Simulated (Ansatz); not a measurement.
# FGeH3S3: how energies converge with the basis set

One table from this session's results is given with a row withheld; the runs are named, their logs left out.

Program: Ansatz 0.2.0, Gaussian basis. Level of theory: one geometry, several basis sets. These are calculated values, not measurements.

Plan: PBE0-D4/def2-SVP; ωB97M-V/def2-SVP; PBE0-D4/def2-QZVPP; ωB97M-V/def2-QZVPP; the functionals' def2-TZVPP values are taken from earlier runs.

### The geometry

The geometry comes from an earlier relaxation with PBE0-D4 in a triple-zeta def2 set; it is a stationary point, not always the lowest conformer.

SMILES `[F][Ge]([SH])([SH])[SH]`, 8 atoms, charge 0, spin multiplicity 1.

Atoms are counted from 1 here; the program's logs count them from 0.

Bond lengths: F1–Ge2 1.735 Å, Ge2–S3 2.198 Å, Ge2–S4 2.198 Å, Ge2–S5 2.204 Å, S3–H6 1.345 Å, S4–H7 1.344 Å, S5–H8 1.344 Å. Angles: F1–Ge2–S3 108.7°, F1–Ge2–S4 110.7°, F1–Ge2–S5 100.6°, S3–Ge2–S4 105.9°, S3–Ge2–S5 116.2°, S4–Ge2–S5 114.5°, Ge2–S3–H6 92.3°, Ge2–S4–H7 92.2°, Ge2–S5–H8 92.4°.

Geometry (Å):

```mol
FGeH3S3
  3D, bonds by distance, orders not assigned

  8  7  0  0  0  0  0  0  0  0999 V2000
   -1.6589    0.4650    1.0927 F   0  0
   -0.1878    0.2164    0.2063 Ge  0  0
    1.4950    0.2051    1.6198 S   0  0
    0.1877    1.8929   -1.1640 S   0  0
   -0.6321   -1.6979   -0.7916 S   0  0
    0.9188   -0.7419    2.3809 H   0  0
   -0.6381    1.3858   -2.0952 H   0  0
    0.6076   -1.7827   -1.3048 H   0  0
  1  2  8  0
  2  3  8  0
  2  4  8  0
  2  5  8  0
  3  6  8  0
  4  7  8  0
  5  8  8  0
M  END
```

Set-up of the first run:

Input file in.yaml:

```yaml
crystal:
  periodic: [false, false, false]
  atoms:
    - {symbol: F, position_ang: [-1.658862, 0.464966, 1.092679]}
    - {symbol: Ge, position_ang: [-0.187778, 0.216447, 0.206349]}
    - {symbol: S, position_ang: [1.494987, 0.205095, 1.619813]}
    - {symbol: S, position_ang: [0.187710, 1.892943, -1.163990]}
    - {symbol: S, position_ang: [-0.632087, -1.697910, -0.791613]}
    - {symbol: H, position_ang: [0.918775, -0.741887, 2.380923]}
    - {symbol: H, position_ang: [-0.638115, 1.385830, -2.095164]}
    - {symbol: H, position_ang: [0.607569, -1.782685, -1.304796]}
basis:
  gaussian: {orbitals: def2-SVP}
hamiltonian: {xc: pbe0, dispersion: d4}
output: {orbitals: {seedname: orbitals}}
```

Started as:

```
> ansatz run in.yaml --threads 4 --pin off --events-out ev --progress --plain --max-ram 10444MiB
```

Among the steps run: PBE0-D4 in def2-SVP; ωB97M-V in def2-SVP; PBE0-D4 in def2-QZVPP; ωB97M-V in def2-QZVPP.

One table of the session follows, with a row left open; its other results are not shown here.

| functional | basis | HOMO (eV) |
| --- | --- | --- |
| PBE0-D4 | def2-SVP | -7.70 |
| PBE0-D4 | def2-TZVPP | -7.81 |
| PBE0-D4 | def2-QZVPP | -7.84 |
| ωB97M-V | def2-SVP | -9.82 |
| ωB97M-V | def2-TZVPP | -9.96 |
| ωB97M-V | def2-QZVPP | ? |

Estimate the missing values for ωB97M-V, def2-QZVPP.

As computed: HOMO (eV): -10.00. In the column «HOMO (eV)» it is the lowest.
